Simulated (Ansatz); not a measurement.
# Lower states of Ni: further starts and searches

Plain starts of Ni have been run. Do the further runs listed below go lower? Ni is taken in its deposited structure (space group Fm-3m, primitive cell doubled), 2 atoms in the cell. Source: COD entry 4320489, which need not be the ambient phase.

Computed with Ansatz 0.2.0 (DFT LDA, PAW, plane waves, scalar-relativistic, unless a step's input says otherwise).

**1. Starting point**

The structure is cubic, space group Fm-3m (No. 225). Conventional cell: a = 3.527 Å, b = 3.527 Å, c = 3.527 Å, α = 90.00°, β = 90.00°, γ = 90.00°. Ni (site symmetry m-3m) is surrounded by 12 Ni at 2.49 Å.

Coordinates:

```xyz
2
Lattice="0.0000 3.5271 3.5271 1.7635 0.0000 1.7635 1.7635 1.7635 0.0000" Properties=species:S:1:pos:R:3 pbc="T T T"
Ni    0.0000    0.0000    0.0000
Ni    0.0000    1.7635    1.7635
```

Atoms are counted from 1 in the order of input.yaml (Ni2 and so on).

Known so far: 8 plain starts ended in 3 states. The lowest came from “parallel moments scaled by 0.1, plain SCF [Ni1 0.20, Ni2 0.20 μB]”: ferromagnetic, site moments Ni1 0.61, Ni2 0.61 μB, total 1.15 μB per cell, no gap on the k-mesh, free energy -11546.6493 eV.

Runs to come: parallel moments, default search for lower states; opposed moments +-, default search for lower states; the moments typed in its input, symmetry off, plain SCF; the moments typed in its input, standard search for lower states; the moments typed in its input, symmetry off, default search.

A plain SCF has the search for lower states switched off and ends at the first converged state. The default search lets the program follow hints of a lower state (another filling of open shells, a soft direction), where it sees any. The standard and full searches may also try other magnetic orders and fillings, and need not reach the lowest state. With a search on, the program may also reshape the start on open shells. 

Site moments are integrals over atomic spheres and don't add up to the total.

**2. Parallel moments, default search for lower states**

File input.yaml:

```yaml
crystal:
  lattice:
    - [0.0, 3.52706, 3.52706]
    - [1.76353, 0.0, 1.76353]
    - [1.76353, 1.76353, 0.0]
  atoms:
    - { symbol: Ni, position: [0.0, 0.0, 0.0], spin: 2.0 }
    - { symbol: Ni, position: [0.5, 0.0, 0.0], spin: 2.0 }
magnetization:
  spin_polarized: true
hamiltonian:
  xc: lda
  pseudopotentials: { kind: paw }
basis:
  ecutwfc: 420
kpoints:
  mp_grid: { grid: [7, 14, 14] }
scf:
  occupations: { method: fermi_dirac, width: 0.05 }
output:
  forces: true
  stress: true
```

The program printed, shortened:

```text
[...]
Pseudopotentials: kind: paw
Pseudopotential: Ni, paw, valence charge 18, recommended cutoff 420 eV (normal), Ni.paw.azcp
Functional definition: SPW92
[...]
Crystal: 2 atoms, lattice volume = 21.939 Å³
Basis set: ecut = 420 eV, 391 PW (Γ)
Bands: 24, of which v1, the nominal top of the filled ones, is band 18 counted from 1 (17 counted from 0)
Symmetry: 24 space group operations
Space group: Fm-3m (ITA 225), of the structure as read, at distance tolerance 2.8e-5 Å
Magnetic group: BNS 225.116 (UNI 1618), of the structure as read, at distance tolerance 2.8e-5 Å
k-points: 144 of 1372
[...]
Starting moments: Σ|m| = 4 μB on 2 of 2 sites
[...]
SCF iter   1: F=—  HF=-11545.670672 eV  |F-HF|=—  |Δ(HF+E_count)|=         —  Δρ=1.89e-1 (↑1.89e-1 ↓8.78e-2)  dr2=1.68e0  dr2_m=3.71e0  M=1.761 μB ∫|m|=1.879 μB  β_m=0.30  ethr=3.10e-3  ⟨swp⟩=5.5  Hψ=25670  notcnv=0
[...]
SCF iter  12: F=-11546.649265 eV  HF=-11546.649265 eV  |F-HF|=5.20e-10  |Δ(HF+E_count)|=   1.01e-9  Δρ=2.17e-6 (↑5.96e-7 ↓2.17e-6)  dr2=7.68e-10  dr2_m=1.52e-10  M=1.151 μB ∫|m|=1.290 μB  ethr=4.37e-12  ⟨swp⟩=1.8  Hψ=21526  notcnv=0
[...]
SCF converged after 12 iterations
Magnetization: 1.1513 μB (18.5757 up, 17.4243 down)
Absolute magnetization: 1.2917 μB (∫|ρ↑−ρ↓|, with the PAW one-centre terms)
Spin contamination: 0.0085 ħ² per cell (⟨S²⟩ above its minimum at these occupations)
Per-site moments (μB) at R_I (Å): [(0.6056885485646681, 1.0287783180063776), (0.6056885485646681, 1.0287783180063776)]
Free energy (F): -11546.649265 eV
[...]
E sigma→0 (E₀):  -11546.632836 eV
Entropy (-TS):   -0.032859 eV (-16.429 meV/atom)
Fermi energy:    17.517254 eV
[... 25 lines left out: energy terms, forces, stress ...]
```

Wall time 7.7 s (2 threads of an Arm CPU, shared host); peak memory 0.4 GiB.

Nothing new: the 12 iterations lead to the state found in step 1 (ferromagnetic).

**3. Opposed moments +-, default search for lower states**

Changes to input.yaml since step 2:

```diff
@@ -7,3 +7,3 @@
     - { symbol: Ni, position: [0.0, 0.0, 0.0], spin: 2.0 }
-    - { symbol: Ni, position: [0.5, 0.0, 0.0], spin: 2.0 }
+    - { symbol: Ni, position: [0.5, 0.0, 0.0], spin: -2.0 }
 magnetization:
```

The program printed, shortened:

```text
[... 9 lines as in an earlier run ...]
Symmetry: 12 space group operations
Space group: R-3m (ITA 166), of the structure as read, at distance tolerance 2.8e-5 Å
Magnetic group: BNS 166.102 (UNI 1332), of the structure as read, at distance tolerance 2.8e-5 Å
[... 6 lines as in an earlier run ...]
Starting moments: Σ|m| = 4 μB on 2 of 2 sites
Starting magnetic order: antiferromagnet; a translation exchanges its spin sublattices: spin-degenerate at every k-point
[... 2 lines as in an earlier run ...]
spin-down is spin-up translated by (0.5, 0, 0): one eigenproblem is solved per k-point and the antiferromagnetic symmetry of the starting moments is kept exactly by this SCF (crystal.symmetry.spin_inversion_symmetry: false solves both channels; [...]
SCF iter   1: F=—  HF=-11545.765301 eV  |F-HF|=—  |Δ(HF+E_count)|=         —  Δρ=1.90e-1 (↑1.90e-1 ↓1.90e-1)  dr2=1.64e0  dr2_m=6.62e0  M=0.000 μB ∫|m|=1.312 μB  β_m=0.30  ethr=3.10e-3  ⟨swp⟩=5.3  Hψ=12941  notcnv=0  defer=33
[...]
the run went on to a lower state, not held to the crystal's whole symmetry: an SCF along what the orbitals of the run's state read of its open shells (or to have them read: on a GPU, or by another smearing), with the run's symmetry operations kept and the antiferromagnet's [...]
WARN: the starting moments were not kept: 1 of 2 ended reversed and 1 kept their direction, counting a site from 0.1 of the cell's largest site moment. The largest reversed, site 1 (counted from 0, in the order of the report's site_moments_mub), started with -2.0 μB and closes at +6.1e-1 [...]
SCF converged after 2 iterations
Magnetization: 1.1513 μB (18.5757 up, 17.4243 down)
Absolute magnetization: 1.2917 μB (∫|ρ↑−ρ↓|, with the PAW one-centre terms)
Spin contamination: 0.0085 ħ² per cell (⟨S²⟩ above its minimum at these occupations)
Per-site moments (μB) at R_I (Å): [(0.6057051319632794, 1.0287783180063776), (0.6056692591961712, 1.0287783180063776)]
Free energy (F): -11546.649265 eV
[...]
E sigma→0 (E₀):  -11546.632836 eV
Entropy (-TS):   -0.032859 eV (-16.429 meV/atom)
Fermi energy:    17.517274 eV
[... 30 lines left out: energy terms, forces, stress, bands ...]
```

It took 69 s on 2 threads of an Arm CPU, shared host; peak memory 0.74 GiB.

The run ends in the same state as step 1 (ferromagnetic); it took 29 iterations.

**4. The moments typed in its input, symmetry off, plain SCF**

Changes to input.yaml since step 3:

```diff
@@ -6,4 +6,5 @@
   atoms:
-    - { symbol: Ni, position: [0.0, 0.0, 0.0], spin: 2.0 }
-    - { symbol: Ni, position: [0.5, 0.0, 0.0], spin: -2.0 }
+    - { symbol: Ni, position: [0.0, 0.0, 0.0], spin: 0.2 }
+    - { symbol: Ni, position: [0.5, 0.0, 0.0], spin: 0.2 }
+  symmetry: { detect: false, time_reversal: true }
 magnetization:
@@ -19,2 +20,3 @@
   occupations: { method: fermi_dirac, width: 0.05 }
+  lower_state_search: "off"
 output:
```

The program printed, shortened:

```text
[... 8 lines as in an earlier run ...]
Bands: 23, of which v1, the nominal top of the filled ones, is band 18 counted from 1 (17 counted from 0)
Symmetry: 1 space group operations
k-points: 688 of 1372 (time reversal used)
[... 5 lines as in an earlier run ...]
Starting moments: Σ|m| = 0.4 μB on 2 of 2 sites
[... 2 lines as in an earlier run ...]
[...]
SCF iter   1: F=—  HF=-11546.583787 eV  |F-HF|=—  |Δ(HF+E_count)|=         —  Δρ=3.00e-2 (↑3.00e-2 ↓2.43e-2)  dr2=2.03e-2  dr2_m=1.28e-1  M=0.646 μB ∫|m|=0.659 μB  β_m=1.00  ethr=5.66e-5  ⟨swp⟩=1.1  Hψ=159401  notcnv=0
[...]
spin-set hold released at iteration 7 (site moments contracting): the magnetisation degrees of freedom join the quasi-Newton model from the next iteration; the mixer history was flushed
[...]
SCF iter  17: F=-11546.649265 eV  HF=-11546.649265 eV  |F-HF|=1.56e-8  |Δ(HF+E_count)|=   2.22e-9  Δρ=7.16e-6 (↑2.04e-6 ↓7.16e-6)  dr2=1.62e-8  dr2_m=1.39e-9  M=1.151 μB ∫|m|=1.290 μB  ethr=2.61e-10  ⟨swp⟩=1.5  Hψ=77235  notcnv=0
[...]
SCF converged after 17 iterations
Magnetization: 1.1513 μB (18.5757 up, 17.4243 down)
Absolute magnetization: 1.2916 μB (∫|ρ↑−ρ↓|, with the PAW one-centre terms)
Spin contamination: 0.0085 ħ² per cell (⟨S²⟩ above its minimum at these occupations)
Per-site moments (μB) at R_I (Å): [(0.6056962306041065, 1.0287783180063776), (0.6056760058522328, 1.0287783180063776)]
Free energy (F): -11546.649265 eV
[...]
E sigma→0 (E₀):  -11546.632836 eV
Entropy (-TS):   -0.032859 eV (-16.429 meV/atom)
Fermi energy:    17.517257 eV
[... 25 lines left out: energy terms, forces, stress ...]
```

Wall time 87 s (2 threads of an Arm CPU, shared host); peak memory 0.83 GiB.

The run ends in the same state as step 1 (ferromagnetic); it took 17 iterations.

**5. The moments typed in its input, standard search for lower states**

Changes to input.yaml since step 4:

```diff
@@ -8,3 +8,2 @@
     - { symbol: Ni, position: [0.5, 0.0, 0.0], spin: 0.2 }
-  symmetry: { detect: false, time_reversal: true }
 magnetization:
@@ -20,3 +19,3 @@
   occupations: { method: fermi_dirac, width: 0.05 }
-  lower_state_search: "off"
+  lower_state_search: standard
 output:
```

The program printed, shortened:

```text
the run goes by scf.lower_state_search standard: where its kind and settings allow, a search for a lower-energy state can add stability tests and further SCF calculations, which can take several times, in some runs tens of times, as long as the SCF (see the manual's entry of the key); [...]
[... 18 lines as in an earlier run ...]
Starting moments: Σ|m| = 0.4 μB on 2 of 2 sites
[... 2 lines as in an earlier run ...]
SCF iter   1: F=—  HF=-11545.447816 eV  |F-HF|=—  |Δ(HF+E_count)|=         —  Δρ=1.64e-1 (↑6.07e-2 ↓1.64e-1)  dr2=1.55e0  dr2_m=2.47e0  M=1.664 μB ∫|m|=1.740 μB  β_m=0.30  ethr=3.10e-3  ⟨swp⟩=5.1  Hψ=24481  notcnv=0
[...]
SCF iter  11: F=-11546.649265 eV  HF=-11546.649265 eV  |F-HF|=8.99e-10  |Δ(HF+E_count)|=   1.29e-9  Δρ=2.40e-6 (↑7.31e-7 ↓2.40e-6)  dr2=1.25e-9  dr2_m=1.66e-10  M=1.151 μB ∫|m|=1.290 μB  ethr=2.60e-11  ⟨swp⟩=2.0  Hψ=21177  notcnv=0
[...]
SCF converged after 11 iterations
Magnetization: 1.1513 μB (18.5757 up, 17.4243 down)
Absolute magnetization: 1.2916 μB (∫|ρ↑−ρ↓|, with the PAW one-centre terms)
Spin contamination: 0.0085 ħ² per cell (⟨S²⟩ above its minimum at these occupations)
Per-site moments (μB) at R_I (Å): [(0.6056843507258028, 1.0287783180063776), (0.6056843507258028, 1.0287783180063776)]
Free energy (F): -11546.649265 eV
[...]
E sigma→0 (E₀):  -11546.632836 eV
Entropy (-TS):   -0.032859 eV (-16.429 meV/atom)
Fermi energy:    17.517284 eV
[... 25 lines left out: energy terms, forces, stress ...]
```

Run time: 7.1 s. Hardware: 2 threads of an Arm CPU, shared host; peak memory 0.4 GiB.

The run ends in the same state as step 1 (ferromagnetic); it took 11 iterations.

**6. The moments typed in its input, symmetry off, default search**

Changes to input.yaml since step 5:

```diff
@@ -8,2 +8,3 @@
     - { symbol: Ni, position: [0.5, 0.0, 0.0], spin: 0.2 }
+  symmetry: { detect: false, time_reversal: true }
 magnetization:
@@ -19,3 +20,2 @@
   occupations: { method: fermi_dirac, width: 0.05 }
-  lower_state_search: standard
 output:
```

The program printed, shortened:

```text
[... 16 lines as in an earlier run ...]
Starting moments: Σ|m| = 0.4 μB on 2 of 2 sites
[... 2 lines as in an earlier run ...]
SCF iter   1: F=—  HF=-11545.448286 eV  |F-HF|=—  |Δ(HF+E_count)|=         —  Δρ=1.64e-1 (↑6.07e-2 ↓1.64e-1)  dr2=1.55e0  dr2_m=2.47e0  M=1.664 μB ∫|m|=1.739 μB  β_m=0.30  ethr=3.10e-3  ⟨swp⟩=5.1  Hψ=116591  notcnv=0
[...]
SCF iter  13: F=-11546.649265 eV  HF=-11546.649265 eV  |F-HF|=6.26e-10  |Δ(HF+E_count)|=  1.64e-10  Δρ=1.45e-6 (↑9.19e-7 ↓1.45e-6)  dr2=7.21e-10  dr2_m=3.57e-11  M=1.151 μB ∫|m|=1.290 μB  ethr=2.18e-11  ⟨swp⟩=2.0  Hψ=92079  notcnv=0
[...]
SCF converged after 13 iterations
Magnetization: 1.1513 μB (18.5757 up, 17.4243 down)
Absolute magnetization: 1.2917 μB (∫|ρ↑−ρ↓|, with the PAW one-centre terms)
Spin contamination: 0.0085 ħ² per cell (⟨S²⟩ above its minimum at these occupations)
Per-site moments (μB) at R_I (Å): [(0.6056832795607365, 1.0287783180063776), (0.6056910005574335, 1.0287783180063776)]
Free energy (F): -11546.649265 eV
[...]
E sigma→0 (E₀):  -11546.632836 eV
Entropy (-TS):   -0.032859 eV (-16.429 meV/atom)
Fermi energy:    17.517253 eV
[... 25 lines left out: energy terms, forces, stress ...]
```

Wall time 68 s (2 threads of an Arm CPU, shared host); peak memory 0.88 GiB.

Nothing new: the 13 iterations lead to the state found in step 1 (ferromagnetic).

**7. All ends together**

```csv
step,iterations,state,moments of Ni1 Ni2 (μB),total (μB),gap (eV),pressure (GPa),above lowest (meV/atom)
1,14,1,0.61 0.61,1.15,none,-18.5,0.0
2,12,1,0.61 0.61,1.15,none,-18.5,0.0
3,29,1,0.61 0.61,1.15,none,-18.5,0.0
4,17,1,0.61 0.61,1.15,none,-18.5,0.0
5,11,1,0.61 0.61,1.15,none,-18.5,0.0
6,13,1,0.61 0.61,1.15,none,-18.5,0.0
```

States are numbered from the lowest. Starts by step: 2 parallel moments, default search for lower states; 3 opposed moments +-, default search for lower states; 4 the moments typed in its input, symmetry off, plain SCF; 5 the moments typed in its input, standard search for lower states; 6 the moments typed in its input, symmetry off, default search. Step 1 is the best of the earlier plain starts.

The 5 runs of this session took 4 min in all, from 7.1 s to 87 s each.

Decimal logarithm of the largest residual (eV) by iteration, counted through all cycles of a run:

```csv
iteration,step 2,step 3,step 4,step 5,step 6
1,0.6,0.8,-0.9,0.4,0.4
2,0.3,0.6,-1.3,0.0,0.0
3,-0.2,0.7,-1.6,-0.8,-0.8
4,-1.0,-1.3,-2.1,-1.2,-1.2
5,-0.8,-2.4,-2.5,-1.2,-1.2
6,-1.7,-2.6,-2.9,-2.3,-2.3
9,-5.2,-5.9,-0.6,-6.3,-5.6
11,-8.5,-8.1,-4.0,-8.9,-6.9
14,-,-1.9,-6.6,-,-
16,-,-4.5,-7.0,-,-
19,-,-8.5,-,-,-
21,-,-10.9,-,-,-
24,-,-5.7,-,-,-
26,-,-9.0,-,-,-
29,-,-7.6,-,-,-
```

**8. Outcome**

```
         quantity                                                      value
  distinct states  1 from 6 converged runs, the best start of step 1 counted
     lowest state                                              ferromagnetic
      its moments                                      Ni1 0.61, Ni2 0.61 μB
     total moment                                           1.15 μB per cell
gap on the k-mesh                                                       none
         pressure                                                  -18.5 GPa
    largest force                                                 0.000 eV/Å
```

No run goes below the best plain start. The 6 converged runs end in 1 distinct state. The search isn't exhaustive: larger magnetic cells and non-collinear orders weren't tried.
